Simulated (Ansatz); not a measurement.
# C2H7B2N: up Jacob's ladder to CCSD(T)

The task here is to estimate one member of a computed series from the others.

The runs use Ansatz 0.2.0, Gaussian basis; functionals in def2-TZVPP, the program's frozen cores in correlated methods.

Levels to be run: PBE-D4, r2SCAN-D4, PBE0-D4, B3LYP-D4, ωB97X-V, ωB97M-V, B2PLYP; CCSD(T)/def2-TZVPP; MP2/def2-QZVPP; extrapolation to the limit.

**The geometry**

All runs share one geometry, relaxed beforehand with PBE0-D4 in a triple-zeta def2 set.

SMILES `NBC1BC1`, 12 atoms, charge 0, spin multiplicity 1.

Atoms are counted from 1 here; the program's logs count them from 0.

Bond lengths: N1–B2 1.395 Å, N1–H6 1.004 Å, N1–H7 1.006 Å, B2–C3 1.544 Å, B2–H8 1.203 Å, C3–B4 1.529 Å, C3–C5 1.559 Å, C3–H9 1.092 Å, B4–C5 1.509 Å, B4–H10 1.184 Å, C5–H11 1.086 Å, C5–H12 1.087 Å. Angles: B2–N1–H6 122.8°, B2–N1–H7 123.5°, H6–N1–H7 113.7°, N1–B2–C3 122.5°, N1–B2–H8 117.4°, C3–B2–H8 120.1°, B2–C3–B4 119.1°, B2–C3–C5 118.0°, B2–C3–H9 116.8°, B4–C3–C5 58.5°, B4–C3–H9 114.5°, C5–C3–H9 117.2°, C3–B4–C5 61.7°, C3–B4–H10 147.0°, C5–B4–H10 150.8°, C3–C5–B4 59.8°, C3–C5–H11 115.2°, C3–C5–H12 118.4° and more.

The first run:

File in.yaml:

```yaml
crystal:
  periodic: [false, false, false]
  atoms:
    - {symbol: N, position_ang: [-1.633578, -1.365765, 0.647008]}
    - {symbol: B, position_ang: [-0.861988, -0.535323, -0.166409]}
    - {symbol: C, position_ang: [0.392028, 0.200330, 0.352511]}
    - {symbol: B, position_ang: [1.669414, 0.173965, -0.487649]}
    - {symbol: C, position_ang: [0.878112, 1.457824, -0.429676]}
    - {symbol: H, position_ang: [-2.439554, -1.861022, 0.309377]}
    - {symbol: H, position_ang: [-1.433808, -1.532651, 1.618566]}
    - {symbol: H, position_ang: [-1.201524, -0.412134, -1.313790]}
    - {symbol: H, position_ang: [0.559629, 0.187384, 1.431375]}
    - {symbol: H, position_ang: [2.634954, -0.431643, -0.809364]}
    - {symbol: H, position_ang: [0.240661, 1.765521, -1.253275]}
    - {symbol: H, position_ang: [1.272658, 2.298414, 0.135327]}
basis:
  gaussian: {orbitals: def2-TZVPP}
hamiltonian: {xc: pbe, dispersion: d4}
output: {forces: true, orbitals: {seedname: orbitals}}
```

Started as:

```bash
$ ansatz run in.yaml --threads 4 --pin off --events-out ev --progress --plain --max-ram 10444MiB
```

Steps of the session up to this table: PBE-D4 (GGA); r2SCAN-D4 (meta-GGA); PBE0-D4 (hybrid); B3LYP-D4 (hybrid); ωB97X-V (range-separated); ωB97M-V (range-separated); B2PLYP (double hybrid); CCSD(T) in def2-TZVPP; MP2 in def2-QZVPP.

One table of the session follows, with a row left open; its other results are not shown here.

| method | atoms, summed (eV) | atomisation energy (eV) |
| --- | --- | --- |
| PBE-D4 | -4975.372 | 49.993 |
| r2SCAN-D4 | -4980.223 | 49.085 |
| PBE0-D4 | -4976.918 | 49.285 |
| B3LYP-D4 | -4984.197 | 49.010 |
| ωB97X-V | -4982.146 | 48.916 |
| ωB97M-V | -4980.865 | 49.078 |
| B2PLYP | -4979.264 | 48.434 |
| HF/def2-TZVPP | -4962.025 | 36.511 |
| MP2/def2-TZVPP | -4970.571 | 48.172 |
| CCSD/def2-TZVPP | -4973.249 | 46.656 |
| CCSD(T)/def2-TZVPP | -4973.493 | 47.303 |
| MP2/CBS | ? | ? |
| CCSD(T)/CBS | -4974.925 | 48.448 |

Estimate the missing values for MP2/CBS.

The run gave: atoms, summed (eV): -4972.004; atomisation energy (eV): 49.317. In the column «atoms, summed (eV)» it lies between CCSD/def2-TZVPP (-4973.249) and MP2/def2-TZVPP (-4970.571).

Limits of these values: Free atoms (1 N, 2 B, 2 C, 7 H) were run apart at each level; the atomisation energy is their sum less the molecule, without zero-point or spin-orbit terms.
